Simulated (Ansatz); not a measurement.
# CoHO: the cost of one run

Method: def2-TZVPP, core rule «outside noble gas», up to 10 orbitals frozen; program: Ansatz 0.2.0, Gaussian basis.

The runs, in order: UHF; ROHF; CCSD(T) on UHF.

2 further runs of the same task are left out: 2 set aside as unsound or not needed.

## 1. The system

The geometry is a PBE0/def2-TZVP stationary point (not a proven minimum).

3 atoms, charge 0, spin multiplicity 3.

Atoms are counted from 1 here; the program's logs count them from 0.

Bond lengths: Co1–O2 1.569 Å, Co1–H3 1.489 Å. Angles: O2–Co1–H3 104.4°.

## 2. UHF

The input, in.yaml:

```yaml
crystal:
  periodic: [false, false, false]
  atoms:
    - {symbol: Co, position_ang: [0.000000, -0.043234, 0.323378]}
    - {symbol: O, position_ang: [0.000000, 0.073109, -1.241595]}
    - {symbol: H, position_ang: [0.000000, 1.367368, 0.800755]}
basis:
  gaussian: {orbitals: def2-TZVPP}
magnetization: {spin_polarized: true, initial_magnetization: 2}
hamiltonian: {xc: hf}
output: {orbitals: {seedname: orbitals}}
```

Run with:

```bash
$ ansatz run in.yaml --threads 1 --pin off --events-out ev --progress --plain --max-ram 4096MiB --backend cpu
```

What time and memory should one allow on 1 thread of AMD EPYC 7R13, shared host?

About 40 s, with a peak of 0.3 GiB.
